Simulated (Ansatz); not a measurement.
Here is an Ansatz 0.2.0 calculation.

File input.yaml:

```yaml
crystal:
  lattice:
    - [6.43453, 0.0, 0.00872]
    - [0.0, 4.11089, 0.0]
    - [-3.14884, 0.0, 7.72026]
  atoms:
    - { symbol: H, position: [0.29356, 0.09662, 0.51195] }
    - { symbol: H, position: [0.70644, 0.59662, 0.48805] }
    - { symbol: Pb, position: [0.98504, 0.60505, 0.29264] }
    - { symbol: Pb, position: [0.01496, 0.10504, 0.70736] }
    - { symbol: "N", position: [0.5923, 0.36587, 0.7929] }
    - { symbol: "N", position: [0.4077, 0.86587, 0.2071] }
    - { symbol: O, position: [0.12824, 0.09198, 0.45672] }
    - { symbol: O, position: [0.41419, 0.4619, 0.80564] }
    - { symbol: O, position: [0.78042, 0.46544, 0.89401] }
    - { symbol: O, position: [0.58396, 0.16262, 0.67325] }
    - { symbol: O, position: [0.87176, 0.59198, 0.54328] }
    - { symbol: O, position: [0.58581, 0.9619, 0.19436] }
    - { symbol: O, position: [0.21958, 0.96544, 0.10599] }
    - { symbol: O, position: [0.41604, 0.66262, 0.32675] }
hamiltonian:
  xc: blyp
  pseudopotentials: { kind: paw }
kpoints:
  mp_grid: { grid: [4, 5, 3] }
scf:
  occupations: { method: fermi_dirac, width: 0.05 }
output:
  forces: true
  stress: true
  eigenvalues: true
  write_density: true
  write_potential: true
  elf: true
  volumetric_format: npy
relax:
  f_tol: 0.01
  max_steps: 40
  cell: { stress_tol: 0.05 }
```

Potentials or basis: Ansatz PAW.

The run is started by

```sh
$ ansatz run input.yaml --threads 8 --pin off --max-ram 20480MiB --backend cpu --events-out ev --progress --plain --runs-dir out
```

Task: Predict the band gap on the k mesh.

Result: 3.30 eV, indirect (least direct gap 3.36 eV).

Task: Estimate the relaxed cell.

Result: a = 6.532 Å, b = 4.248 Å, c = 8.458 Å, α = 90.00°, β = 112.60°, γ = 90.00°.

Step by step:
```
step  energy change (eV)  largest force (eV/Å)  volume (Å³)
   1              0.0000                0.3373       204.33
   2             -0.0089                0.1425       210.82
   3             -0.0097                0.0832       211.24
   4             -0.0091                0.0365       211.66
   5             -0.0090                0.0503       211.68
   6             -0.0088                0.0170       211.77
   7             -0.0085                0.0073       211.83
   8             -0.0504                0.0100       211.83
   9             -0.0403                0.0582       214.64
  10             -0.0359                0.0492       215.61
  11             -0.0351                0.0515       215.77
  12             -0.0363                0.0245       215.55
  13             -0.0365                0.0143       215.52
  14             -0.0364                0.0054       215.54
  15             -0.0559                0.0054       215.54
  16             -0.0521                0.0148       216.40
  17             -0.0509                0.0100       216.66
  18             -0.0570                0.0103       216.66
```

Caveat: odd divisions of the mesh miss points on the zone boundary, where band edges often lie, so the gap on the mesh can be too wide; the plane-wave basis is chosen anew once the cell has moved, so the energies of steps on either side of that aren't comparable; spin-orbit coupling is left out, which as a rule narrows the gap of such compounds by several tenths of an eV; the PAW data sets come from PBE, with cores solved anew for the run's functional, which leaves a small shift of forces and pressure. Expect the measured gap to be larger: semilocal functionals such as BLYP lack the derivative discontinuity.
